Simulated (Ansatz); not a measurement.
Write a Python script for Ansatz's Python interface that makes a ladder of methods at one geometry of C₂H₃ClFSi, SMILES [CH]=C[SiH](F)Cl. Level of theory (for the species named): PBE, cc-pVDZ basis, multiplicity 2. The script varies functional: pbe, hf, r2scan0, hse06, lc_wpbe, blyp.

```xyz
8

C    -1.1774   -0.6483   -1.0643
C    -0.0355   -0.6317   -0.5643
Si    0.5055    0.6330    0.5900
F     2.1372    1.0055    0.2733
Cl    0.4325   -0.3059    2.4042
H    -2.2060   -0.5771   -1.5011
H     0.6987   -1.4062   -0.8198
H    -0.2629    1.8735    0.6262
```

Script `methods.py`:
```python
from pathlib import Path

import ansatz
import numpy as np

BASIS = 'cc-pVDZ'

GEOMETRY = '''
C    -1.17740   -0.64830   -1.06430
C    -0.03550   -0.63170   -0.56430
Si    0.50550    0.63300    0.59000
F     2.13720    1.00550    0.27330
Cl    0.43250   -0.30590    2.40420
H    -2.20600   -0.57710   -1.50110
H     0.69870   -1.40620   -0.81980
H    -0.26290    1.87350    0.62620
'''


def main() -> None:
    geometry = ansatz.Crystal.molecule()
    for line in GEOMETRY.strip().splitlines():
        symbol, *xyz = line.split()
        geometry = geometry.atom(symbol, [float(v) for v in xyz])

    setup = (
        geometry.calculation()
        .basis(gaussian=BASIS)
        .spin('collinear', total=1)
        .accuracy('high')
    )

    print('functional    E (Ha)        dipole (D)   HOMO (eV)  LUMO (eV)')
    for name in ['pbe', 'hf', 'r2scan0', 'hse06', 'lc_wpbe', 'blyp']:
        report = setup.functional(name).forces().orbitals().run(threads=1, runs_dir='runs').report
        lines = Path(report['orbitals_path']).read_text().splitlines()
        field_of = lambda key: [line.split('=')[1].strip() for line in lines if line.startswith(key)]
        orbitals = [(27.211386 * float(e), s, float(n)) for e, s, n in zip(field_of('Ene='), field_of('Spin='), field_of('Occup='))]
        homo = max(e for e, _, n in orbitals if n > 0.5)
        lumo = min(e for e, _, n in orbitals if n < 0.5)
        dipole = 4.803205 * np.linalg.norm(report['charge_distribution']['dipole_moment_e_ang'])
        print(f'{name:10s} {report["free_energy_ev"] / 27.211386246:14.6f} {dipole:9.3f} {homo:11.3f} {lumo:10.3f}')


if __name__ == '__main__':
    main()
```

```console
$ python methods.py
functional    E (Ha)        dipole (D)   HOMO (eV)  LUMO (eV)
pbe           -927.006464     2.619      -4.561     -2.726
hf            -925.374448     3.384      -9.549      3.049
r2scan0       -927.381633     2.987      -6.321     -1.128
hse06         -927.062937     2.884      -5.575     -1.964
lc_wpbe       -927.213478     2.920      -8.747      0.988
blyp          -927.489174     2.593      -4.358     -2.657
```

Caveats:
- The settings weren't tested for convergence.
- The geometry is a force-field or estimated start, not a minimum of this method, and the basis set is short of its limit. A lower total doesn't mark the better method: functionals have no common bound, and MP2 and coupled cluster aren't variational.
- The species is open-shell (spin multiplicity 2).
- The expectation value of S² is noticeably off S(S+1) in at least one run, so that state is spin-contaminated.
- Levels such as HOMO and LUMO are orbital energies: with these approximate functionals they aren't the ionisation energy and electron affinity, and their gap isn't the fundamental gap.
- For Al to Cl the sets with a tight d function, cc-pV(X+d)Z, are usual.
- hse06 follows the composition of plane-wave codes, whose totals differ by tens of mHa, up to about 0.1 Ha, from the form usual in Gaussian-basis programs (wpbeh).
- The whole script took 2.1 min on 1 thread of Arm Neoverse V2 (shared host), peak memory 0.74 GiB.

(Lines on the test bed's own set-up are left out of the output.)
